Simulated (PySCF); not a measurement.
# C2H5BrSSi: the cost of one run

Computed with PySCF 2.14.0 and routines of our own; the level stands in each step. Atoms count from 0.

### 1 The starting structure

10 atoms, charge 0, multiplicity 1; geometry from: GFN2-xTB.

### 2 Optimising the geometry at PBE0-D3(BJ)/def2-SVP

The job: settings as JSON, then the geometry in Å.

```
{"job": {"xc": "PBE0", "basis": "def2-SVP", "d3": "d3bj", "grid": 1, "maxiter": 30, "shake": 0.01, "kind": "geom"}, "charge": 0, "multiplicity": 1}
C      1.516160     0.976950     1.413840
C      0.817500     0.441660     0.412020
Br     1.685370    -0.828690    -0.727750
S     -0.812150     0.860870     0.051110
Si    -1.561800    -0.794470    -1.178800
H      2.523600     0.774500     1.601120
H      1.019480     1.712510     2.053220
H     -1.249840    -2.010720    -0.449450
H     -0.910780    -0.690300    -2.447460
H     -2.977110    -0.463250    -1.197240
```

Run with:

```bash
$ OMP_NUM_THREADS=1 python heavy_run.py task.json out
```

One launch serves the whole session: the jobs run in the order shown.

Q: Estimate the wall time and peak memory of this first job on 1 thread of Arm Neoverse V2, shared host.

About 49 s, with a peak of 0.5 GiB.
